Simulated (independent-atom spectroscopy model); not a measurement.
**VO2 on Si: peak ratios against emission angle**

How does the ratio V 2p3/2 / Si 2s change with emission angle for this film?

Method: angle-resolved photoelectron peak ratio of a uniform film on a substrate: exponential attenuation with lengths from TPP-2M (nominal gaps) and the elastic albedo, Dirac-Hartree-Slater cross sections, magic-angle geometry; computed with independent-atom spectroscopy model, version 2.

## (1) Film and substrate

1.7 nm of VO2 (4.53 g/cm³) on Si (2.33 g/cm³).

## (2) The run

Given to the script:

```json
{
  "film": "VO2",
  "film_density": 4.53,
  "base": "Si",
  "base_density": 2.33,
  "photon_energy": 1253.6,
  "film_peak": "V 2p3/2",
  "base_peak": "Si 2s",
  "thickness": 1.7,
  "emission_angle": [0, 10, 20, 30, 40, 45, 50, 55]
}
```

Units: film_density in g/cm³, base_density in g/cm³, photon_energy in eV, thickness in nm, emission_angle in degrees.

Q: Predict the outcome of this session. Wanted: ratio at normal emission; ratio at 55°.

As calculated:

```
                                            quantity    value
                            ratio at normal emission     4.79
                                        ratio at 55°     11.6
attenuation length of the substrate peak in the film  1.90 nm
                          thickness over that length     0.89
```

The film is 0.89 attenuation lengths thick, so 41 % of the substrate's signal gets out at 0°. At 55° the ratio is 2.4 times as large, since the way out grows as 1/cos θ. Islands, roughness and grazing exit, where elastic scattering matters more, are outside the model.
